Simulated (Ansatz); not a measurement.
**FHInO radical (SMILES [O][InH][F]): single points off equilibrium**

One table from this session's results is given with a row withheld; the runs are named, their logs left out.

Computed with Ansatz 0.2.0, Gaussian basis. Level: single points in def2-TZVPP.

Correlated methods freeze the cores. Filled d shells of the heavier atoms are correlated. Core potentials replace the inner electrons past krypton, and spin-orbit coupling is left out. Orbitals are unrestricted.

## The starting structure

SMILES `[O][InH][F]`, 4 atoms, charge 0, spin multiplicity 2.

Atoms are counted from 1 here; the program's logs count them from 0.

Bond lengths: O1–In2 1.824 Å, In2–F3 2.099 Å, In2–H4 1.850 Å. Angles: O1–In2–F3 105.8°, O1–In2–H4 146.5°, F3–In2–H4 107.1°.

As a file:

```xyz
4

O    -1.78640   -0.68770    0.06680
In   -0.20680    0.20790   -0.10400
F     1.25220   -1.04080    0.74360
H     0.67820    1.64600   -0.85950
```

Set-up of the first run:

Input file run/in.yaml:

```yaml
crystal:
  periodic: [false, false, false]
  atoms:
    - {symbol: O, position_ang: [-1.786400, -0.687700, 0.066800]}
    - {symbol: In, position_ang: [-0.206800, 0.207900, -0.104000]}
    - {symbol: F, position_ang: [1.252200, -1.040800, 0.743600]}
    - {symbol: H, position_ang: [0.678200, 1.646000, -0.859500]}
basis:
  gaussian: {orbitals: def2-TZVPP}
magnetization: {spin_polarized: true, initial_magnetization: 1}
correlation: {method: ccsd_t}
scf: {omitted_lower_state_checks: [cluster_reference]}
output: {forces: true}
```

The command line of these runs was not kept.

Steps of the session up to this table: CCSD(T)/def2-TZVPP; PBE0-D4/def2-TZVPP; wB97M-V/def2-TZVPP; r2SCAN-D4/def2-TZVPP; PBE-D4/def2-TZVPP; revPBE-D4/def2-TZVPP; BLYP-D4/def2-TZVPP.

One of the session's tables, all rows but one given; the rest of the session is left out.

| method | RMS force component (eV/Å) | angle to CCSD(T) forces (°) | dipole (D) |
| --- | --- | --- | --- |
| CCSD(T) | 2.549 | reference | 4.00 |
| PBE0-D4 | 2.387 | 0.9 | 3.96 |
| wB97M-V | 2.495 | 1.5 | 3.99 |
| r2SCAN-D4 | 2.326 | 1.9 | 3.77 |
| PBE-D4 | 2.166 | 5.6 | 3.52 |
| revPBE-D4 | ? | ? | ? |
| BLYP-D4 | 2.251 | 8.4 | 3.51 |

Estimate the missing values for revPBE-D4.

The run gave: RMS force component (eV/Å): 2.237; angle to CCSD(T) forces (°): 7.4; dipole (D): 3.49. In the column «RMS force component (eV/Å)» it lies between PBE-D4 (2.166) and BLYP-D4 (2.251).
